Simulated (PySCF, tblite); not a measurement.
**ClGeH6NSi, a small molecule taken as a stand-in for a surface group (Ge site with back bonds [SiH3], Cl, N): NMR shifts, core binding energies and electronic excitations**

Aim: the NMR shifts, core binding energies and electronic excitations of `[NH2][GeH]([SiH3])[Cl]`.

Programs: tblite 0.8.0 and PySCF 2.14.0. All values are calculated, for the isolated system unless a continuum is named. Atoms count from 0, parts from 1.

### 1 The system as given

10 atoms, charge 0, multiplicity 1; geometry: distance geometry start.

### 2 Relaxing the cluster with GFN2-xTB

The job: settings as JSON, then the geometry in Å.

```
{"job": {"kind": "relax", "xc": "GFN2-xTB", "basis": "xTB"}, "charge": 0, "multiplicity": 1}
Ge     0.007622     0.533375     0.344029
Si     0.133072    -1.487036     1.503511
Cl     0.499528     2.213071     1.734461
N     -1.786106     0.739164    -0.309144
H      0.941203     0.526730    -0.804481
H      1.490676    -1.908103     1.543757
H     -0.637658    -2.457070     0.841364
H     -0.324879    -1.295228     2.830006
H     -2.523418     0.339349     0.270384
H     -2.007668     1.649936    -0.729693
```

With the program's defaults for keys left out, this is: GFN2-xTB geometry optimisation, gas phase.

Command:

```console
$ OMP_NUM_THREADS=1 python cluster_run.py task.json out
```

The driver reads the jobs from task.json and runs them one after another.

Standard output:

```text
step      E/eV     max force
  0    -387.35778    1.836
  1    -387.49693    0.999
  2    -387.59369    0.524
  3    -387.60947    0.521
  4    -387.63309    0.518
  5    -387.65358    0.509
  6    -387.66980    0.374
  7    -387.67991    0.264
  8    -387.68743    0.270
  9    -387.69315    0.326
 10    -387.69825    0.333
 11    -387.70232    0.282
 12    -387.70530    0.213
 13    -387.70747    0.163
 14    -387.70892    0.137
 15    -387.70993    0.105
 16    -387.71049    0.065
 17    -387.71075    0.039
 18    -387.71092    0.037
 19    -387.71111    0.045
 20    -387.71138    0.063
 21    -387.71174    0.071
 22    -387.71208    0.054
 23    -387.71227    0.036
 24    -387.71236    0.026
 25    -387.71245    0.031
 26    -387.71259    0.048
 27    -387.71282    0.063
 28    -387.71309    0.065
 29    -387.71328    0.038
 30    -387.71338    0.025
 31    -387.71346    0.026
 32    -387.71359    0.039
 33    -387.71375    0.046
 34    -387.71390    0.038
 35    -387.71402    0.031
 36    -387.71416    0.035
 37    -387.71437    0.056
 38    -387.71465    0.067
 39    -387.71488    0.047
 40    -387.71498    0.022
 41    -387.71502    0.017
 42    -387.71504    0.018
 43    -387.71507    0.024
 44    -387.71510    0.023
 45    -387.71513    0.016
 46    -387.71516    0.015
 47    -387.71517    0.011
 48    -387.71518    0.010
 49    -387.71519    0.009
 50    -387.71520    0.013
 51    -387.71521    0.012
 52    -387.71522    0.007
```

It took 1.2 s on 1 thread of AMD EPYC 7R43, shared host.

Along the way:

```
step  energy from step 0 (eV)  largest force (eV/Å)
   0                   0.0000                1.8354
   2                  -0.2359                0.5234
   4                  -0.2753                0.5178
   6                  -0.3120                0.3744
   8                  -0.3297                0.2703
  10                  -0.3405                0.3331
  12                  -0.3475                0.2125
  14                  -0.3511                0.1373
  16                  -0.3527                0.0650
  18                  -0.3531                0.0373
  20                  -0.3536                0.0630
  22                  -0.3543                0.0537
  24                  -0.3546                0.0258
  26                  -0.3548                0.0475
  28                  -0.3553                0.0643
  30                  -0.3556                0.0246
  32                  -0.3558                0.0385
  34                  -0.3561                0.0374
  36                  -0.3564                0.0344
  38                  -0.3569                0.0666
  40                  -0.3572                0.0222
  42                  -0.3573                0.0187
  44                  -0.3573                0.0230
  46                  -0.3574                0.0144
  48                  -0.3574                0.0095
  50                  -0.3574                0.0139
  52                  -0.3574                0.0075
```

Distances of close pairs at the start and the end, largest changes first:

| bond | before (Å) | after (Å) | change (Å) |
| --- | --- | --- | --- |
| Ge0–N3 | 1.920 | 1.825 | -0.095 |
| Ge0–Cl2 | 2.235 | 2.160 | -0.075 |
| Si1–H6 | 1.405 | 1.461 | +0.057 |
| Ge0–H4 | 1.480 | 1.531 | +0.051 |
| Si1–H7 | 1.416 | 1.464 | +0.048 |
| Si1–H5 | 1.422 | 1.462 | +0.040 |
| Ge0–Si1 | 2.333 | 2.357 | +0.025 |
| N3–H9 | 1.027 | 1.011 | -0.017 |

### 3 Geometry optimisation at PBE0-D3(BJ)/def2-SVP

The job: settings as JSON, then the geometry in Å.

```
{"job": {"xc": "PBE0", "basis": "def2-SVP", "d3": "d3bj", "grid": 2, "kind": "geom", "shake": 0.01}, "charge": 0, "multiplicity": 1}
Ge     0.423587     0.606522    -0.329524
Si     0.557144    -1.426738     0.809571
Cl     0.819360     2.364163     0.869213
N     -1.249408     0.815970    -1.011240
H      1.247403     0.871497    -1.595345
H      1.949329    -1.867895     0.849023
H     -0.237370    -2.418102     0.110580
H      0.079711    -1.272021     2.175399
H     -2.057921     0.645439    -0.361920
H     -1.490283     1.655583    -1.514285
```

Standard output:

```text
step   0  E = -2883.96946254  max force = 0.034455
step   1  E = -2883.97696265  max force = 0.014589
step   2  E = -2883.97757990  max force = 0.002585
step   3  E = -2883.97770266  max force = 0.001522
step   4  E = -2883.97777335  max force = 0.001186
step   5  E = -2883.97786160  max force = 0.001577
step   6  E = -2883.97797246  max force = 0.001517
step   7  E = -2883.97806136  max force = 0.001612
step   8  E = -2883.97814161  max force = 0.001114
step   9  E = -2883.97824783  max force = 0.001889
step  10  E = -2883.97828254  max force = 0.001390
step  11  E = -2883.97831033  max force = 0.000596
step  12  E = -2883.97831671  max force = 0.000201
optimisation converged
```

It took 97 s on 1 thread of AMD EPYC 7R43, shared host; peak memory 0.56 GiB.

Along the way:

```csv
step,energy from step 0 (eV),largest force component (eV/Å)
0,0.0000,1.7717
1,-0.2041,0.7502
2,-0.2209,0.1329
3,-0.2242,0.0783
4,-0.2261,0.0610
5,-0.2286,0.0811
6,-0.2316,0.0780
7,-0.2340,0.0829
8,-0.2362,0.0573
9,-0.2391,0.0971
10,-0.2400,0.0715
11,-0.2408,0.0306
12,-0.2409,0.0103
```

Distances of close pairs at the start and the end, largest changes first:

| bond | before (Å) | after (Å) | change (Å) |
| --- | --- | --- | --- |
| Si1–H6 | 1.450 | 1.494 | +0.044 |
| Ge0–Si1 | 2.334 | 2.376 | +0.042 |
| Si1–H7 | 1.455 | 1.493 | +0.038 |
| Ge0–Cl2 | 2.164 | 2.200 | +0.036 |
| N3–H8 | 1.051 | 1.017 | -0.034 |
| Si1–H5 | 1.461 | 1.492 | +0.031 |
| N3–H9 | 1.008 | 1.017 | +0.009 |
| Ge0–H4 | 1.533 | 1.537 | +0.003 |

The final coordinates are the input of the step that follows.

| at the end point | value |
| --- | --- |
| point group (found at 0.08 Å tolerance) | C1 |
| rotational constants (GHz, main isotopes) | 3.187, 2.056, 1.429 |
| dipole moment (D) | 1.77 |

### 4 Nuclear shieldings: PBE0/pcSseg-2

The job: settings as JSON, then the geometry in Å.

```
{"job": {"kind": "nmr", "xc": "PBE0", "basis": "pcSseg-2"}, "charge": 0, "multiplicity": 1}
Ge     0.355627     0.573854    -0.489871
Si     0.550695    -1.410620     0.802985
Cl     1.143657     2.144693     0.833390
N     -1.383307     0.869937    -0.944700
H      1.181704     0.669173    -1.781912
H      1.966302    -1.551905     1.252229
H      0.150384    -2.611404     0.009789
H     -0.344816    -1.275706     1.990558
H     -2.037662     0.866949    -0.166570
H     -1.546090     1.702715    -1.505782
```

With the program's defaults for keys left out, this is: GIAO PBE0/pcSseg-2 NMR shielding, non-relativistic, gas phase.

Standard output:

```text
coarse grid: 40096 points
cycle   1  E = -2884.5247558266  dE = -6.625e-01  |g| = 1.115e+00  |ddm| = 2.244e+00
cycle   2  E = -2884.4311465905  dE =  9.361e-02  |g| = 1.386e+00  |ddm| = 9.148e-01
cycle   3  E = -2884.6148111868  dE = -1.837e-01  |g| = 1.334e-01  |ddm| = 5.909e-01
cycle   4  E = -2884.6171153979  dE = -2.304e-03  |g| = 6.901e-02  |ddm| = 1.101e-01
cycle   5  E = -2884.6181017012  dE = -9.863e-04  |g| = 8.885e-03  |ddm| = 4.311e-02
cycle   6  E = -2884.6181168055  dE = -1.510e-05  |g| = 2.804e-03  |ddm| = 8.786e-03
cycle   7  E = -2884.6181186478  dE = -1.842e-06  |g| = 3.921e-04  |ddm| = 2.554e-03
final grid: 79936 points
cycle   8  E = -2884.6181160826  dE = -8.864e-08  |g| = 3.990e-04  |ddm| = 1.755e-03
cycle   9  E = -2884.6181160663  dE =  1.630e-08  |g| = 5.228e-04  |ddm| = 5.484e-04
cycle  10  E = -2884.6181161114  dE = -4.511e-08  |g| = 5.987e-05  |ddm| = 2.884e-04
cycle  11  E = -2884.6181161121  dE = -7.544e-10  |g| = 1.421e-05  |ddm| = 5.084e-05
converged SCF energy = -2884.6181161121

GIAO shielding tensors (ppm)
atom      isotropic    diamagn.    paramagn.     s11        s22        s33       span
  0 Ge    1317.395    2757.786   -1440.391   1184.313   1371.300   1396.571    212.258
  1 Si     439.919     878.957    -439.038    429.219    437.814    452.724     23.506
  2 Cl     886.253    1148.924    -262.672    713.493    929.778   1015.486    301.993
  3 N      223.375     310.451     -87.076    196.526    231.335    242.265     45.739
  4 H       25.467      28.788      -3.321     18.953     20.960     36.487     17.535
  5 H       27.519      28.005      -0.486     24.003     25.777     32.777      8.773
  6 H       27.483      28.105      -0.622     23.926     25.089     33.435      9.509
  7 H       27.528      28.587      -1.059     24.298     25.957     32.328      8.030
  8 H       30.347      31.073      -0.725     23.499     27.133     40.410     16.911
  9 H       30.021      29.487       0.534     22.841     25.860     41.362     18.521
```

It took 49 s on 1 thread of AMD EPYC 7R43, shared host; peak memory 1.1 GiB.

The references, computed at this level on geometries of the same kind, shield at (ppm): 1H TMS 31.25, 29Si TMS 341.3, 15N NH3 261.7, 73Ge GeMe4 1337, 35Cl HCl 941. Their shielding less the atom's gives the shift. The references are single molecules in the gas phase, so shifts against H2O, NH3, PH3, H3PO4 or CFCl3 are not on the usual liquid scales and can be off by tens of ppm.

```csv
atoms,environment,σ (ppm),δ (ppm)
H4,"hydrogen on a germanium bonded to Cl, N, Si",25.47,5.78
H6,hydrogen on a silicon bonded to Ge,27.48,3.76
H5,hydrogen on a silicon bonded to Ge,27.52,3.73
H7,hydrogen on a silicon bonded to Ge,27.53,3.72
H9,hydrogen on a nitrogen bonded to Ge,30.02,1.22
H8,hydrogen on a nitrogen bonded to Ge,30.35,0.90
Ge0,"germanium bonded to Cl, N, Si, H",1317,20
Si1,"silicon bonded to Ge, 3 H",439.9,-98.6
Cl2,chlorine bonded to Ge,886,55
N3,"nitrogen bonded to Ge, 2 H",223.4,38.3
```

Charges from the same density, by scheme (e):

```
atoms  Mulliken    IAO  Hirshfeld  ESP fit
  Ge0      0.29   0.68       0.33     0.39
  Si1      0.49   0.31       0.22     0.14
  Cl2     -0.29  -0.38      -0.21    -0.27
   N3     -0.43  -0.80      -0.32    -0.87
```

Mayer bond orders: Ge0–Si1 0.90, Ge0–Cl2 0.97, Ge0–N3 1.08.

Orbitals, density, ELF and potential are computed afterwards from the orbital file.

Frontier orbitals at PBE0/pcSseg-2, with the share of their density that lies nearest to each atom:

```csv
orbital,energy (eV),lies on
HOMO,-7.92,"N3 59 %; Cl2 21 %; H8, H9 about 7 % each"
LUMO,-0.36,"Ge0 23 %; Cl2 19 %; H4, H6 about 12 % each"
```

ELF in a plane through or near 5 of the atoms.

Values, 10 rows by 14 columns:
```
0.00 0.00 0.00 0.00 0.00 0.00 0.00 0.00 0.00 0.00 0.00 0.00 0.00 0.00
0.00 0.00 0.00 0.00 0.00 0.00 0.00 0.02 0.02 0.00 0.00 0.00 0.00 0.00
0.00 0.00 0.00 0.04 0.01 0.00 0.01 0.07 0.08 0.02 0.00 0.00 0.00 0.00
0.00 0.00 0.84 1.00 0.92 0.10 0.13 0.20 0.25 0.09 0.01 0.00 0.00 0.00
0.00 0.01 0.94 1.00 0.93 0.46 0.84 0.71 0.60 0.24 0.09 0.09 0.00 0.00
0.00 0.00 0.13 0.40 0.46 0.58 0.92 0.20 0.44 0.70 0.96 0.95 0.05 0.00
0.00 0.00 0.03 0.39 0.75 0.48 0.18 0.05 0.68 0.74 0.67 0.51 0.01 0.00
0.00 0.00 0.00 0.11 0.29 0.14 0.02 0.01 0.30 0.47 0.15 0.01 0.00 0.00
0.00 0.00 0.00 0.00 0.00 0.00 0.00 0.00 0.00 0.00 0.00 0.00 0.00 0.00
0.00 0.00 0.00 0.00 0.00 0.00 0.00 0.00 0.00 0.00 0.00 0.00 0.00 0.00
```
The map spans 10.6 Å across and 9.2 Å up, centred on the molecule. Atoms in the plane (x, y in Å): Ge0 (0.5, 0.6), Si1 (-1.7, -0.2), N3 (1.7, -0.8), H5 (-2.6, 0.9), H9 (2.7, -0.5).

On the surface of density 0.002 e/bohr³ the electrostatic potential runs, from the 1st to the 99th percentile, from -1.04 V near N3 to 1.81 V near H8.

### 5 Core-electron binding energies: SCAN, X2C

Same as in step 4 but for these lines:

```diff
@@ -1,2 +1,2 @@
-{"job": {"kind": "nmr", "xc": "PBE0", "basis": "pcSseg-2"}, "charge": 0, "multiplicity": 1}
+{"job": {"kind": "xps", "holes": 5}, "charge": 0, "multiplicity": 1}
 Ge     0.355627     0.573854    -0.489871
```

Method: delta-SCF UKS SCAN, pcX-2 on the ionised atom, pcseg-1 elsewhere, spin-free X2C.

Standard output:

```text
ground state, core basis on atom 1 (Si), 149 functions
  cycle   1  E = -2903.93229103  |g| = 4.89e-01
  cycle   2  E = -2903.82457721  |g| = 8.02e-01
  cycle   3  E = -2903.98743631  |g| = 1.03e-01
  cycle   4  E = -2903.99024545  |g| = 4.28e-02
  cycle   5  E = -2903.99083259  |g| = 1.03e-02
  cycle   6  E = -2903.99086618  |g| = 2.41e-03
  cycle   7  E = -2903.99087022  |g| = 7.02e-04
  cycle   8  E = -2903.99086751  |g| = 2.25e-04
  E(ground) = -2904.12061480 Eh
hole in Si 2p of atom 1
  cycle   1  E = -2899.70784453  |g| = 1.23e+00
  cycle   2  E = -2899.49167091  |g| = 1.14e+00
  cycle   3  E = -2899.97770709  |g| = 3.03e-01
  cycle   4  E = -2900.03259089  |g| = 1.33e-01
  cycle   5  E = -2900.04017691  |g| = 5.79e-02
  cycle   6  E = -2900.04197121  |g| = 1.72e-02
  cycle   7  E = -2900.04212599  |g| = 6.98e-03
  cycle   8  E = -2900.04215555  |g| = 1.38e-03
  cycle   9  E = -2900.04215742  |g| = 2.67e-04
  E(ion) = -2900.18243971 Eh   <S^2> = 0.7529   hole on atom = 1.002   binding energy = 107.163 eV
  2p3/2 = 106.947 eV   2p1/2 = 107.570 eV
ground state, core basis on atom 2 (Cl), 149 functions
  cycle   1  E = -2904.08398490  |g| = 4.86e-01
  cycle   2  E = -2904.08413713  |g| = 4.92e-02
  cycle   3  E = -2904.08400959  |g| = 4.38e-02
  cycle   4  E = -2904.08436765  |g| = 1.59e-02
  cycle   5  E = -2904.08442529  |g| = 3.68e-03
  cycle   6  E = -2904.08442766  |g| = 5.56e-04
  cycle   7  E = -2904.08442689  |g| = 1.38e-04
  E(ground) = -2904.23928637 Eh
hole in Cl 2p of atom 2
  cycle   1  E = -2896.04435029  |g| = 1.71e+00
  cycle   2  E = -2895.92420939  |g| = 1.35e+00
  cycle   3  E = -2896.35227246  |g| = 5.66e-01
  cycle   4  E = -2896.50402060  |g| = 2.01e-01
  cycle   5  E = -2896.52134632  |g| = 4.88e-02
  cycle   6  E = -2896.52279168  |g| = 1.37e-02
  cycle   7  E = -2896.52292397  |g| = 4.29e-03
  cycle   8  E = -2896.52293336  |g| = 1.09e-03
  cycle   9  E = -2896.52293677  |g| = 1.74e-04
  E(ion) = -2896.68708887 Eh   <S^2> = 0.7522   hole on atom = 1.001   binding energy = 205.506 eV
  2p3/2 = 204.927 eV   2p1/2 = 206.580 eV
ground state, core basis on atom 3 (N), 138 functions
  cycle   1  E = -2903.91546515  |g| = 7.41e-02
  cycle   2  E = -2903.91549720  |g| = 1.79e-02
  cycle   3  E = -2903.91548844  |g| = 1.88e-02
  cycle   4  E = -2903.91557174  |g| = 4.35e-03
  cycle   5  E = -2903.91557325  |g| = 1.06e-03
  cycle   6  E = -2903.91557627  |g| = 1.52e-04
  E(ground) = -2904.08484151 Eh
hole in N 1s of atom 3
  cycle   1  E = -2888.32490371  |g| = 1.86e+00
  cycle   2  E = -2887.51217750  |g| = 2.14e+00
  cycle   3  E = -2888.94311588  |g| = 4.42e-01
  cycle   4  E = -2888.97540451  |g| = 3.04e-01
  cycle   5  E = -2889.03721020  |g| = 6.02e-02
  cycle   6  E = -2889.03939782  |g| = 1.35e-02
  cycle   7  E = -2889.03952797  |g| = 3.41e-03
  cycle   8  E = -2889.03953141  |g| = 1.01e-03
  cycle   9  E = -2889.03953573  |g| = 4.14e-04
  E(ion) = -2889.20764019 Eh   <S^2> = 0.7659   hole on atom = 1.000   binding energy = 404.829 eV
```

Run time: 17 s. Hardware: 1 thread of AMD EPYC 7R43, shared host; peak memory 0.47 GiB.

The holes in one table. −ε is the ground-state orbital energy:

| hole | stands for | environment | ΔSCF (eV; 2p as the shell's mean) | −ε (eV) | ⟨S²⟩ |
| --- | --- | --- | --- | --- | --- |
| Si2p on Si1 | Si1 | silicon bonded to Ge, 3 H | 107.15 | 96.6 | 0.753 |
| Cl2p on Cl2 | Cl2 | chlorine bonded to Ge | 205.48 | 192.8 | 0.752 |
| N1s on N3 | N3 | nitrogen bonded to Ge, 2 H | 404.83 | 386.1 | 0.766 |

With the spin-orbit splitting: Si1 2p3/2 106.95, 2p1/2 107.57 eV; Cl2 2p3/2 204.93, 2p1/2 206.58 eV. The table gives each 2p level as the mean over the whole 2p shell (two parts 2p3/2, one part 2p1/2), which differs a little from the single hole in the log.

### 6 TDDFT and polarisability: CAM-B3LYP/def2-SVPD

Same as in step 5 but for these lines:

```diff
@@ -1,2 +1,2 @@
-{"job": {"kind": "xps", "holes": 5}, "charge": 0, "multiplicity": 1}
+{"job": {"kind": "uv", "xc": "CAM-B3LYP", "basis": "def2-SVPD", "nstates": 6, "ntriplets": 2, "ip": true}, "charge": 0, "multiplicity": 1}
 Ge     0.355627     0.573854    -0.489871
```

Level: TDDFT CAM-B3LYP/def2-SVPD, vertical, gas phase, core orbitals frozen in the response.

Standard output:

```text
coarse grid: 40096 points
cycle   1  E = -2884.6324997644  dE = -6.193e-01  |g| = 5.777e-01  |ddm| = 3.448e+00
cycle   2  E = -2884.6268279659  dE =  5.672e-03  |g| = 6.515e-01  |ddm| = 1.745e+00
cycle   3  E = -2884.6982651984  dE = -7.144e-02  |g| = 4.569e-02  |ddm| = 7.944e-01
cycle   4  E = -2884.6986755906  dE = -4.104e-04  |g| = 2.819e-02  |ddm| = 1.278e-01
cycle   5  E = -2884.6988635067  dE = -1.879e-04  |g| = 4.621e-03  |ddm| = 3.603e-02
cycle   6  E = -2884.6988687913  dE = -5.285e-06  |g| = 1.616e-03  |ddm| = 1.659e-02
final grid: 79936 points
cycle   7  E = -2884.6988289637  dE = -2.506e-07  |g| = 1.515e-03  |ddm| = 3.499e-03
cycle   8  E = -2884.6988289185  dE =  4.528e-08  |g| = 1.583e-03  |ddm| = 4.109e-03
cycle   9  E = -2884.6988293461  dE = -4.277e-07  |g| = 1.781e-04  |ddm| = 1.919e-03
cycle  10  E = -2884.6988293531  dE = -6.942e-09  |g| = 2.143e-05  |ddm| = 2.888e-04
cycle  11  E = -2884.6988293535  dE = -3.788e-10  |g| = 1.141e-05  |ddm| = 1.280e-04
converged SCF energy = -2884.6988293535

Static polarisability (au): isotropic 84.161, principal 73.139 85.003 94.342

Singlet excitations
state   eV       nm        f      main configurations
  1   6.5663    188.8   0.02136   H->L+1 0.65, H-1->L+1 0.11, H-1->L 0.09
  2   6.6384    186.8   0.07202   H-1->L 0.56, H->L 0.16, H->L+1 0.15
  3   6.9051    179.6   0.03857   H->L 0.53, H-1->L 0.23
  4   7.0647    175.5   0.07161   H-1->L+1 0.70, H->L 0.11
  5   7.4027    167.5   0.07752   H-2->L 0.72, H->L 0.09
  6   7.5068    165.2   0.05292   H->L+2 0.44, H->L+3 0.34

Triplet excitations (Tamm-Dancoff, eV): 5.9722 6.0842
Vertical ionisation energy (delta-SCF) = 10.1200 eV
```

It took 1.8 min on 1 thread of AMD EPYC 7R43, shared host; peak memory 0.81 GiB.

The orbitals next to the gap, with their largest atomic shares:

```csv
orbital,eV,atoms
HOMO−3,-10.95,"Cl2 48 %, Ge0 18 %, Si1 15 %"
HOMO−2,-10.23,"Cl2 75 %, Ge0 12 %, N3 6 %"
HOMO−1,-9.46,"Cl2 41 %, Ge0 16 %, Si1 16 %"
HOMO,-9.33,"N3 49 %, Cl2 24 %, Ge0 9 %"
LUMO,0.57,"Cl2 27 %, Ge0 24 %, Si1 22 %"
LUMO+1,0.60,"Ge0 32 %, Si1 17 %, N3 9 %"
LUMO+2,0.98,"Si1 43 %, Ge0 14 %, H7 13 %"
```

With each of the 6 states as a Gaussian band of 0.4 eV half-width at 1/e, the curve within the window shown has maxima at 173 nm (ε 7,600) L/(mol cm). Beyond the last state computed it falls off for lack of states. The curve at chosen wavelengths:

```csv
nm,ε (L/mol/cm)
159,2455
161,3643
163,4872
165,5959
167,6776
169,7285
171,7529
172,7578
174,7580
176,7504
178,7375
180,7189
182,6923
184,6553
186,6062
188,5454
190,4753
192,4000
194,3246
195,2883
197,2211
199,1634
201,1164
203,801
205,532
207,343
```

Further results of this job:

```csv
property,computed
dipole moment (D),1.86
polarisability (Å³),12.47
HOMO–LUMO gap (eV),9.90
−ε(HOMO) (eV),9.33
```

### 7 Outcome

| quantity | value |
| --- | --- |
| point group | C1 |
| rotational constants (main isotopes) | 3.19, 2.06, 1.43 GHz |
| 1H shifts against TMS (PBE0/pcSseg-2) | 5.78, 3.76, 3.73, 3.72, 1.22, 0.90 ppm |
| 73Ge shifts against GeMe4 (PBE0/pcSseg-2) | 20 ppm |
| 29Si shifts against TMS (PBE0/pcSseg-2) | -98.6 ppm |
| 35Cl shifts against HCl (PBE0/pcSseg-2) | 55 ppm |
| 15N shifts against NH3 (PBE0/pcSseg-2) | 38.3 ppm |
| potential on the surface of density 0.002 e/bohr³, 1st and 99th percentile | -1.04 V and 1.81 V |
| Si2p binding energies, SCAN/pcX-2 | Si1 107.15 eV |
| Cl2p binding energies, SCAN/pcX-2 | Cl2 205.48 eV |
| N1s binding energies, SCAN/pcX-2 | N3 404.83 eV |
| lowest singlet (CAM-B3LYP/def2-SVPD) | 6.57 eV (189 nm), f = 0.021 |
| brightest single state of those computed | state 5, 7.40 eV, f = 0.078 |
| lowest triplet | 5.97 eV |
| vertical ionisation energy (ΔSCF) | 10.12 eV |

What this shows: The start of the PBE0/def2-SVP relaxation was shaken at random by about 0.01 Å, so part of the energy gained, and of the first lengths quoted, undoes that. Over 12 steps the energy fell by 0.241 eV; of the close pairs, Si1–H6 changed most, 1.450 to 1.494 Å (PBE0/def2-SVP). No frequency check was run at this level, so the end point may be a saddle. Hydrogens of an XH3 group are listed apart at this fixed geometry; free rotation makes them one line at their mean. At PBE0/pcSseg-2: Shielding is most anisotropic at Cl2 (span 302 ppm, paramagnetic term -263 ppm). By nearest atom (PBE0/pcSseg-2), the HOMO sits on N3 59 %; Cl2 21 % and the LUMO on Ge0 23 %; Cl2 19 %. The first singlet state (HOMO→LUMO+1 0.65, HOMO−1→LUMO+1 0.11) lies at 6.57 eV and is weak; of the 6 states computed, the strongest absorption comes from state 5 at 7.40 eV (the last state computed absorbs too, and its partners may lie past the list). The lowest triplet lies 0.59 eV below the lowest singlet (triplets in Tamm-Dancoff, singlets in full TDDFT). ΔSCF puts the ionisation energy at 10.12 eV, 0.79 eV above −ε(HOMO). Spin-orbit coupling is left out, which matters for shieldings and couplings at and beside the heavy atoms.
